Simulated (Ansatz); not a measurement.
Sn2Ir, space group Fm-3m: an equation of state with a fit, run with the Ansatz DFT code, driven from Python.

Script `run_eos.py`:
```python
# -*- coding: utf-8 -*-
"""Energy against volume for Sn2Ir, with a fit."""

import ansatz as az
import numpy as np
from scipy.optimize import curve_fit

vectors0 = np.array([
    [0.0, 3.169, 3.169],
    [3.169, 0.0, 3.169],
    [3.169, 3.169, 0.0],
])
sites = [
    ("Sn", (0.25, 0.25, 0.25)),
    ("Sn", (0.75, 0.75, 0.75)),
    ("Ir", (0.0, 0.0, 0.0)),
]


def make_crystal(cell):
    crystal = az.Crystal(lattice=az.Lattice.of(cell))
    for symbol, position in sites:
        crystal = crystal.atom(symbol, position)
    return crystal

def vinet(v, e0, v0, b0, b1):
    eta = (v / v0) ** (1 / 3)
    return e0 + 2 * b0 * v0 / (b1 - 1) ** 2 * (2 - (5 + 3 * b1 * (eta - 1) - 3 * eta) * np.exp(-1.5 * (b1 - 1) * (eta - 1)))

# scale the volume, keep shape and fractions
volumes, energies = [], []
for scale in np.linspace(0.92, 1.08, 7):
    cell = vectors0 * scale ** (1 / 3)
    calc = (
        make_crystal(cell).calculation()
        .basis(420, density_ratio=8)
        .functional("pbesol", dispersion="D3(BJ)")
        .scf(extra_bands=16)
        .occupations(az.OccupationsMethod.GAUSSIAN, width=0.1)
        .kpoints(6, 6, 6)
    )
    summary = calc.run(threads=1).report
    volumes.append(abs(np.linalg.det(cell)) / len(sites))
    energies.append(summary["free_energy_ev"] / len(sites))
    print(f"V = {volumes[-1]:8.4f} A^3/atom  F = {energies[-1]:.5f} eV/atom")

guess = (min(energies), volumes[int(np.argmin(energies))], 0.5, 4.5)
(e0, v0, b0, b1), _ = curve_fit(vinet, np.array(volumes), np.array(energies), p0=guess, maxfev=20000)
print(f"Vinet fit: V0 = {v0:.4f} A^3/atom, B0 = {160.21766 * b0:.1f} GPa, B1 = {b1:.2f}")
print("largest residual", round(1000 * float(np.abs(vinet(np.array(volumes), e0, v0, b0, b1) - energies).max()), 3), "meV/atom")
```

Where does the minimum lie against the volume typed, and how stiff is the crystal?

A third-order Birch-Murnaghan fit through the 7 points (the script's own form differs a little) has its minimum at 20.69 Å³ an atom, 2.5 % below the typed cell, with a bulk modulus of 140 GPa and dB/dP = 5.7. From that minimum the energy rises by 33.0 meV an atom on the compressed side and 83.5 meV on the expanded side.

What the script printed:

```console
$ python run_eos.py
V =  19.5193 A^3/atom  F = -7900.29227 eV/atom
V =  20.0850 A^3/atom  F = -7900.31703 eV/atom
V =  20.6508 A^3/atom  F = -7900.32523 eV/atom
V =  21.2166 A^3/atom  F = -7900.31964 eV/atom
V =  21.7824 A^3/atom  F = -7900.30269 eV/atom
V =  22.3481 A^3/atom  F = -7900.27622 eV/atom
V =  22.9139 A^3/atom  F = -7900.24180 eV/atom
Vinet fit: V0 = 20.6893 A^3/atom, B0 = 140.4 GPa, B1 = 5.65
largest residual 0.044 meV/atom
```

Caveats:
- These settings explore the input space; cutoff and mesh may be short of convergence.
- No spin polarisation was allowed.
- Dispersion corrections can be off by several per cent in the lattices of metals, and by several GPa in the pressure at a fixed cell.
- For a metal this k-point mesh is coarse: on a finer one energies can move by several to tens of meV an atom and pressures by half a GPa or more, differences at one mesh by less.
- Spin-orbit coupling, which matters for elements this heavy, is left out.
- The starting cell is as deposited in a crystallographic database; the results hold for this polymorph, which needn't be the stable one.

(A comment or docstring line of the script was reworded after the run, the code is as it ran; lines on the test bed's own set-up are left out of the output.)
